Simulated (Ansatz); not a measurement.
# CH₇AlOSSi: small, medium and large basis sets

The task here is to estimate one member of a computed series from the others.

Computed with Ansatz 0.2.0, Gaussian basis. Level: one geometry, several basis sets.

Plan: PBE0-D4/def2-SVP; ωB97M-V/def2-SVP; PBE0-D4/def2-QZVPP; ωB97M-V/def2-QZVPP; the functionals' def2-TZVPP values are taken from earlier runs.

## The geometry

All runs share one geometry, relaxed beforehand with PBE0-D4 in a triple-zeta def2 set.

12 atoms, charge 0, spin multiplicity 1.

Atoms are counted from 1 here; the program's logs count them from 0.

Bond lengths: C1–Si2 1.858 Å, C1–H6 1.093 Å, C1–H7 1.092 Å, C1–H8 1.092 Å, Si2–O3 1.652 Å, Si2–Al4 2.398 Å, Si2–S5 2.341 Å, O3–H9 0.959 Å, Al4–H10 1.589 Å, Al4–H11 1.585 Å, S5–H12 1.344 Å. Angles: Si2–C1–H6 109.9°, Si2–C1–H7 110.5°, Si2–C1–H8 110.6°, H6–C1–H7 108.6°, H6–C1–H8 108.2°, H7–C1–H8 109.0°, C1–Si2–O3 106.1°, C1–Si2–Al4 127.8°, C1–Si2–S5 102.4°, O3–Si2–Al4 126.1°, O3–Si2–S5 108.5°, Al4–Si2–S5 63.5°, Si2–O3–H9 116.0°, Si2–Al4–H10 116.7°, Si2–Al4–H11 117.8°, H10–Al4–H11 124.9°, Si2–S5–H12 93.2°.

The first run:

File in.yaml:

```yaml
crystal:
  periodic: [false, false, false]
  atoms:
    - {symbol: C, position_ang: [-1.643951, -0.672351, 0.864503]}
    - {symbol: Si, position_ang: [0.114659, -0.293499, 0.398561]}
    - {symbol: O, position_ang: [0.918780, -0.031205, 1.817034]}
    - {symbol: Al, position_ang: [1.060495, -0.184072, -1.802206]}
    - {symbol: S, position_ang: [-0.093853, 1.748735, -0.726279]}
    - {symbol: H, position_ang: [-1.709282, -1.680851, 1.280477]}
    - {symbol: H, position_ang: [-2.003560, 0.037498, 1.612864]}
    - {symbol: H, position_ang: [-2.292771, -0.622688, -0.012736]}
    - {symbol: H, position_ang: [1.875649, -0.075061, 1.772926]}
    - {symbol: H, position_ang: [2.599560, 0.199043, -1.899364]}
    - {symbol: H, position_ang: [0.173972, -0.693589, -3.013288]}
    - {symbol: H, position_ang: [1.077302, 2.212940, -0.258391]}
basis:
  gaussian: {orbitals: def2-SVP}
hamiltonian: {xc: pbe0, dispersion: d4}
output: {orbitals: {seedname: orbitals}}
```

Among the steps run: PBE0-D4 in def2-SVP; ωB97M-V in def2-SVP; PBE0-D4 in def2-QZVPP; ωB97M-V in def2-QZVPP.

One of the session's tables, all rows but one given; the rest of the session is left out.

It belongs to the step «Density functionals: the series». 

| functional | basis | HOMO (eV) | LUMO (eV) |
| --- | --- | --- | --- |
| PBE0-D4 | def2-SVP | -6.60 | -0.14 |
| PBE0-D4 | def2-TZVPP | -6.59 | -0.40 |
| PBE0-D4 | def2-QZVPP | -6.61 | -0.48 |
| ωB97M-V | def2-SVP | -8.53 | 1.59 |
| ωB97M-V | def2-TZVPP | ? | ? |
| ωB97M-V | def2-QZVPP | -8.58 | 0.78 |

**Question.** Estimate the row for ωB97M-V, def2-TZVPP.

**Answer.** HOMO (eV): -8.56; LUMO (eV): 1.28. In the column «HOMO (eV)» it lies between ωB97M-V, def2-QZVPP (-8.58) and ωB97M-V, def2-SVP (-8.53).
